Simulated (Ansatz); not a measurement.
# C₃H₄Al radical: one species, many methods

How much do the methods differ for C₃H₄Al radical? The plan is to run it at one geometry with functionals of several rungs and with coupled cluster, and see how far each lands from CCSD(T) at the basis-set limit for the atomisation energy.

The runs use Ansatz 0.2.0, Gaussian basis; functionals in def2-TZVPP, the program's frozen cores in correlated methods.

Plan: LDA (SPW92), PBE-D4, revPBE-D4, BLYP-D4, r2SCAN-D4, B97M-V, PBE0-D4, B3LYP-D4, r2SCANh-D4, r2SCAN0-D4, HSE06-D4, BHLYP-D4, CAM-B3LYP-D4, LC-ωPBE, ωB97X-V, ωB97M-V, B2PLYP, PBE-QIDH; CCSD(T)/def2-SVP; CCSD(T)/def2-TZVPP; CCSD(T)/def2-QZVPP; extrapolation to the limit; RPA on PBE.

### Step 1. The relaxed structure

An earlier PBE0-D4 in a triple-zeta def2 set relaxation fixed the geometry.

SMILES `C#[C][Al][CH3]`, 8 atoms, charge 0, spin multiplicity 2.

Atoms are counted from 1 here; the program's logs count them from 0.

Bond lengths: C1–C2 1.213 Å, C1–H5 1.067 Å, C2–Al3 1.919 Å, Al3–C4 1.960 Å, C4–H6 1.095 Å, C4–H7 1.095 Å, C4–H8 1.090 Å. Angles: C2–C1–H5 179.5°, C1–C2–Al3 175.2°, C2–Al3–C4 117.4°, Al3–C4–H6 109.0°, Al3–C4–H7 109.1°, Al3–C4–H8 114.0°, H6–C4–H7 107.2°, H6–C4–H8 108.6°, H7–C4–H8 108.7°.

### Step 2. LDA

This LDA is Slater exchange with PW92 correlation.

Contents of in.yaml:

```yaml
crystal:
  periodic: [false, false, false]
  atoms:
    - {symbol: C, position_ang: [2.659114, 0.063502, 0.525917]}
    - {symbol: C, position_ang: [1.501575, -0.297607, 0.493592]}
    - {symbol: Al, position_ang: [-0.284653, -0.997058, 0.529420]}
    - {symbol: C, position_ang: [-1.674442, 0.029622, -0.396119]}
    - {symbol: H, position_ang: [3.674965, 0.388230, 0.549530]}
    - {symbol: H, position_ang: [-1.722817, 1.035468, 0.035083]}
    - {symbol: H, position_ang: [-1.395255, 0.140859, -1.449506]}
    - {symbol: H, position_ang: [-2.666387, -0.420115, -0.343717]}
basis:
  gaussian: {orbitals: def2-TZVPP}
magnetization: {spin_polarized: true, initial_magnetization: 1}
hamiltonian: {xc: lda}
output: {orbitals: {seedname: orbitals}}
```

The run is started by

```sh
$ ansatz run in.yaml --threads 2 --pin off --events-out ev --progress --plain --max-ram 32768MiB --backend cpu
```

The runs that follow: PBE-D4 (GGA); revPBE-D4 (GGA); BLYP-D4 (GGA); r2SCAN-D4 (meta-GGA); B97M-V (meta-GGA); PBE0-D4 (hybrid); B3LYP-D4 (hybrid); r2SCANh-D4 (hybrid); r2SCAN0-D4 (hybrid); HSE06-D4 (hybrid); BHLYP-D4 (hybrid); CAM-B3LYP-D4 (range-separated); LC-ωPBE (range-separated); ωB97X-V (range-separated); ωB97M-V (range-separated); B2PLYP (double hybrid); PBE-QIDH (double hybrid); CCSD(T) in def2-SVP; CCSD(T) in def2-TZVPP; CCSD(T) in def2-QZVPP; RPA on PBE orbitals.

**Question.** What will the summary of the whole plan be? Wanted: atomisation energy, CCSD(T)/CBS; farthest beyond LDA; mean size of error, GGA; mean size of error, meta-GGA; mean size of error, hybrid; mean size of error, range-separated; mean size of error, double hybrid; gap, smallest and largest; T1 diagnostic.

**Answer**, as computed:

```
                               quantity                                                                                        value
        atomisation energy, CCSD(T)/CBS                                                                                3078.1 kJ/mol
 functionals within 15.4 kJ/mol (0.5 %)  revPBE-D4, BLYP-D4, B3LYP-D4, r2SCANh-D4, CAM-B3LYP-D4, LC-ωPBE, ωB97X-V, ωB97M-V, PBE-QIDH
                    farthest beyond LDA                                                                      BHLYP-D4 (-85.3 kJ/mol)
                mean size of error, GGA                                                                                  34.1 kJ/mol
           mean size of error, meta-GGA                                                                                  24.1 kJ/mol
             mean size of error, hybrid                                                                                  29.4 kJ/mol
    mean size of error, range-separated                                                                                   5.2 kJ/mol
      mean size of error, double hybrid                                                                                   9.3 kJ/mol
              gap, smallest and largest                                                          1.01 eV (B97M-V), 7.95 eV (LC-ωPBE)
                          T1 diagnostic                                                                                       0.0146
triples share of the correlation energy                                                                                        4.7 %
```

In words: The LDA atomisation energy is off by 420.4 kJ/mol (14 %): it overbinds. PBE-D4 is off by +84.3 kJ/mol. Double hybrids carry the basis error of their MP2 part in triple zeta, and no dispersion term here, so their miss is partly the set-up's. The rungs range-separated, double hybrid miss on average by less than the doubt on the reference (15.4 kJ/mol), so they tie. The reference freezes the cores and leaves out relativity and excitations past (T), so misses under about 15.4 kJ/mol can't be ranked. Hartree-Fock recovers 75 % of the binding; the rest is correlation. CCSD(T) in def2-SVP is off by -138.0 kJ/mol, so the small basis spoils what the method gains. Orbital gaps span 1.0 to 8.0 eV; exact exchange widens them.
